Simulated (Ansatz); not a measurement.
# SrCd: the cost of one run

Computed with Ansatz 0.2.0 (DFT r2SCAN, scalar-relativistic, plane waves, PAW, unless a step's input says otherwise).

**1. The system as given**

It takes space group Pm-3m (No. 221, cubic). The conventional cell has a = 4.003 Å, b = 4.003 Å, c = 4.003 Å, α = 90.00°, β = 90.00°, γ = 90.00°. Sr (site symmetry m-3m) is surrounded by 8 Cd at 3.47 Å. Cd (site symmetry m-3m) is surrounded by 8 Sr at 3.47 Å.

As a file:

```
CELL_PARAMETERS angstrom
4.00300 0.00000 0.00000
0.00000 4.00300 0.00000
0.00000 0.00000 4.00300
ATOMIC_POSITIONS crystal
Sr 0.50000 0.50000 0.50000
Cd 0.00000 0.00000 0.00000
```

No relaxation comes first: the listed cell is the starting point.

**2. Zero of energy**

Reference values: F = -11823.9830 eV; pressure 0.77 GPa; largest force 0.000 eV/Å; gap on the mesh none (metal). It was computed beforehand with the settings of the runs below.

**3. The scan: a strain scan**

The cell is strained by ε times the Voigt pattern (1, -1, 0, 0, 0, 0) (xx, yy, zz, yz, xz, xy; engineering shear), with fractional coordinates fixed (clamped ions). The stress on the pattern is the sum of the stress components weighted by it, tension positive.

**4. At ε = -0.1500**

The input, input.yaml:

```yaml
crystal:
  lattice:
    - [3.40255, 0.0, 0.0]
    - [0.0, 4.60345, 0.0]
    - [0.0, 0.0, 4.003]
  atoms:
    - { symbol: Sr, position: [0.5, 0.5, 0.5] }
    - { symbol: Cd, position: [0.0, 0.0, 0.0] }
basis:
  ecutwfc: 500
kpoints:
  mp_grid: { grid: [12, 12, 12] }
hamiltonian:
  xc: r2scan
scf:
  occupations: { method: gaussian, width: 0.15 }
output:
  forces: true
  stress: true
  eigenvalues: true
```

Started as:

```console
$ ansatz run input.yaml --threads 1 --pin off --max-ram 2560MiB --backend cpu --events-out ev --progress --plain --runs-dir out
```

**Question.** How long does this run take on 1 thread of Arm Neoverse V1, shared host, and how much memory does it need?

About 70 s, with a peak of 0.74 GiB.
